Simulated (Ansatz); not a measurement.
# LiBr+ (doublet): the correlation ladder at distance Br1–Li2 = 2.737 Å, cc-pVDZ

How much of the correlation energy of LiBr+ (doublet) does each wave-function method recover here?

The runs use Ansatz 0.2.0, Gaussian basis; cc-pVDZ, core rule «outside noble gas», up to 15 orbitals frozen.

The runs, in order: UHF; CCSD(T) on ROHF; CCSD(T) on UHF; BCCD(T) on ROHF; CISD; CCSDT(Q) on ROHF; CCSDT(Q) on UHF; CASSCF and MRCISD+Q, 3 electrons in 3 orbitals; CASSCF and NEVPT2, 3 electrons in 3 orbitals; Full CI.

67 further runs of the same task are left out: 52 for a known fault of the program, 10 that didn't finish, 5 set aside as unsound or not needed.

## 1. The system

The geometry derives from a PBE0/def2-TZVP stationary point (not a proven minimum). One bond is set to the value named and the two fragments are kept rigid. No spin-orbit coupling is included. The filled d shell of Br may be among the frozen orbitals whatever the setting's name suggests; the logs give the count.

2 atoms, charge 1, spin multiplicity 2.

Atoms are counted from 1 here; the program's logs count them from 0.

Bond lengths: Br1–Li2 2.737 Å.

## 2. UHF

Input file in.yaml:

```yaml
crystal:
  periodic: [false, false, false]
  atoms:
    - {symbol: Br, position_ang: [0.000000, 0.000000, 0.000000]}
    - {symbol: Li, position_ang: [0.000000, 0.000000, 2.737000]}
basis:
  gaussian: {orbitals: cc-pVDZ}
total_charge: 1
magnetization: {spin_polarized: true, initial_magnetization: 1}
hamiltonian: {xc: hf}
output: {orbitals: {seedname: orbitals}}
```

Started as:

```console
ansatz run in.yaml --threads 1 --pin off --events-out ev --progress --plain --max-ram 2393MiB
```

Further steps of the session: CCSD(T) on ROHF; CCSD(T) on UHF; BCCD(T) on ROHF; CISD; CCSDT(Q) on ROHF; CCSDT(Q) on UHF; CASSCF and MRCISD+Q, 3 electrons in 3 orbitals; CASSCF and NEVPT2, 3 electrons in 3 orbitals; Full CI.

Before running them: what should the planned runs give, taken together? Wanted: FCI below the RHF energy; RMP2 from FCI; UMP2 from FCI; RCCSD from FCI; RCCSD(T) from FCI; UCCSD(T) from FCI; RCCSDT(Q) from FCI; UCCSDT(Q) from FCI; NEVPT2 pair from FCI.

The runs gave:

```
                         quantity                                                                                    value
         FCI below the RHF energy                                                                               -3.1043 eV
                    RMP2 from FCI                                                                             +41.0 kJ/mol
                    UMP2 from FCI                                                                             +42.2 kJ/mol
                   RCCSD from FCI                                                                              +4.3 kJ/mol
                RCCSD(T) from FCI                                                                              +1.0 kJ/mol
                UCCSD(T) from FCI                                                                              +0.8 kJ/mol
               RCCSDT(Q) from FCI                                                                               0.0 kJ/mol
               UCCSDT(Q) from FCI                                                                              -0.2 kJ/mol
             NEVPT2 pair from FCI                                                                             +37.5 kJ/mol
           MRCISD+Q pair from FCI                                                                              -1.3 kJ/mol
levels within 1 kcal/mol (43 meV)  UCCSD, RCCSD(T), UCCSD(T), BCCD(T), RCCSDT, UCCSDT, RCCSDT(Q), UCCSDT(Q), MRCISD+Q pair
                    T1 diagnostic                                                                                    0.012
   effectively unpaired electrons                                                                                     1.02
```

In words: RCCSD(T) misses by +1.0 kJ/mol, 0.3 % of the correlation energy. MRCISD+Q pair falls below full CI: the +Q correction isn't variational, and the cores differ from full CI's. One determinant dominates. Of the multireference levels listed MRCISD+Q pair comes nearest in total energy (-1.3 kJ/mol), which doesn't show that its space is the better one. These misses are within one basis, not against nature; the frozen cores of restricted and unrestricted runs differ, which can shift their rows.
